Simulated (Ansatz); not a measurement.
# SiGeC+ (doublet): wave-function methods side by side, cc-pVDZ

An exercise on one series of results from a longer session: the logs are not shown, and one member is left open.

Program: Ansatz 0.2.0, Gaussian basis. Level of theory: cc-pVDZ, core rule «outside noble gas», up to 20 orbitals frozen. These are calculated values, not measurements.

Plan: UHF; CCSD(T) on ROHF; CCSD(T) on UHF; BCCD(T) on ROHF; CISD; CCSDT(Q) on ROHF; CCSDT(Q) on UHF; CASSCF and MRCISD+Q, 9 electrons in 9 orbitals; CASSCF and NEVPT2, 9 electrons in 9 orbitals.

26 further runs of the same task are left out: 1 for a known fault of the program, 11 that didn't finish, 14 set aside as unsound or not needed.

## The system

The geometry is a PBE0/def2-TZVP stationary point (not a proven minimum) of the parent state, kept for this charge and spin. No spin-orbit coupling is included. The filled d shell of Ge may be among the frozen orbitals whatever the setting's name suggests; the logs give the count.

3 atoms, charge 1, spin multiplicity 2.

Atoms are counted from 1 here; the program's logs count them from 0.

Bond lengths: Ge1–C2 1.868 Å, C2–Si3 1.752 Å. Angles: Ge1–C2–Si3 180.0°.

As a file:

| atom | x (Å) | y (Å) | z (Å) |
| --- | --- | --- | --- |
| Ge1 | 0.00000 | 0.00000 | 1.82961 |
| C2 | 0.00000 | 0.00000 | -0.03861 |
| Si3 | 0.00000 | 0.00000 | -1.79100 |

The first run:

The input, in.yaml:

```yaml
crystal:
  periodic: [false, false, false]
  atoms:
    - {symbol: Ge, position_ang: [0.000000, 0.000000, 1.829607]}
    - {symbol: C, position_ang: [0.000000, 0.000000, -0.038606]}
    - {symbol: Si, position_ang: [0.000000, 0.000000, -1.791001]}
basis:
  gaussian: {orbitals: cc-pVDZ}
total_charge: 1
magnetization: {spin_polarized: true, initial_magnetization: 1}
hamiltonian: {xc: hf}
output: {orbitals: {seedname: orbitals}}
```

On the command line:

```sh
$ ansatz run in.yaml --threads 1 --pin off --events-out ev --progress --plain --max-ram 2393MiB
```

Steps of the session up to this table: UHF; CCSD(T) on ROHF; CCSD(T) on UHF; BCCD(T) on ROHF; CISD; CCSDT(Q) on ROHF; CCSDT(Q) on UHF; CASSCF and MRCISD+Q, 9 electrons in 9 orbitals; CASSCF and NEVPT2, 9 electrons in 9 orbitals.

One of the session's tables, all rows but one given; the rest of the session is left out.

```
           method  from UCCSDT(Q) (meV)
             ROHF               +7507.6
              UHF               +7431.0
             RMP2               +1391.4
             UMP2               +1402.1
             CISD               +1163.0
            RCCSD                +426.8
            UCCSD                +424.1
         RCCSD(T)                 +82.2
         UCCSD(T)                 +82.9
          BCCD(T)                 +78.3
           RCCSDT                 +35.6
           UCCSDT                 +35.0
        RCCSDT(Q)                  +2.9
        UCCSDT(Q)                     0
  CASSCF frontier                     ?
  MRCISD frontier                +601.2
MRCISD+Q frontier                 +87.6
```

**Question.** Estimate the row for CASSCF frontier.

As computed: from UCCSDT(Q) (meV): +5106.9. In the column «from UCCSDT(Q) (meV)» it lies between UMP2 (+1402.1) and UHF (+7431.0).

Not comparable, so not listed: CASSCF and NEVPT2, 9 electrons in 9 orbitals (they don't share determinant, frozen orbitals or solution with the rows shown, or repeat one).

Caveats from the session: Restricted and unrestricted rows rest on different reference determinants; where their highest levels disagree by more than a few hundredths of an eV, they describe different states and don't form one ladder. Warnings in the runs' records: passed over end.
